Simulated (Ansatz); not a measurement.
# LaSb: the cost of one run

Computed with Ansatz 0.2.0 (DFT PBEsol, all-electron LAPW, scalar-relativistic unless said, unless a step's input says otherwise).

1 further run of the same task is left out (set aside as unsound or not needed).

## Step 1: Starting point

Symmetry: Fm-3m, No. 225, cubic system. Conventional cell: a = 6.453 Å, b = 6.453 Å, c = 6.453 Å, α = 90.00°, β = 90.00°, γ = 90.00°. Around La (site symmetry m-3m) lie 6 Sb at 3.23 Å. Sb (site symmetry m-3m) has 6 La at 3.23 Å as nearest neighbours.

Structure file:

```cif
data_structure
_symmetry_space_group_name_H-M 'Fm-3m'
_symmetry_Int_Tables_number 225
_cell_length_a 6.4531
_cell_length_b 6.4531
_cell_length_c 6.4531
_cell_angle_alpha 90.000
_cell_angle_beta 90.000
_cell_angle_gamma 90.000
_cell_volume 268.72
loop_
_atom_site_label
_atom_site_type_symbol
_atom_site_symmetry_multiplicity
_atom_site_Wyckoff_symbol
_atom_site_fract_x
_atom_site_fract_y
_atom_site_fract_z
_atom_site_occupancy
La1 La 4 a 0.00000 0.00000 0.00000 1
Sb1 Sb 4 b 0.50000 0.00000 0.00000 1
```

Cartesian axes are those of the input's lattice vectors. The structure goes back to a database entry.

## Step 2: Reference run, LAPW

Input file input.yaml:

```yaml
crystal:
  lattice:
    - [0.0, 3.22655669723, 3.22655669723]
    - [3.22655669723, 0.0, 3.22655669723]
    - [3.22655669723, 3.22655669723, 0.0]
  atoms:
    - { symbol: La, position: [0.0, 0.0, 0.0] }
    - { symbol: Sb, position: [0.5, 0.5, 0.5] }
kpoints:
  mp_grid: { grid: [12, 12, 12] }
scf:
  occupations: { method: fermi_dirac, width: 0.05 }
hamiltonian:
  xc: pbesol
  pseudopotentials: { kind: all_electron, lapw: { basis_error: 0.001 } }
elastic:
  mode: relaxed_ion
  stencil: two_point
  amplitude: 0.005
```

Started as:

```bash
> ansatz run input.yaml --threads 1 --pin off --max-ram 2560MiB --backend cpu --events-out ev --progress --plain --runs-dir out
```

**Question.** How long does this run take on 1 thread of Intel Xeon Platinum 8488C (Sapphire Rapids), shared host, and how much memory does it need?

About 3.3 min, with a peak of 1.1 GiB.
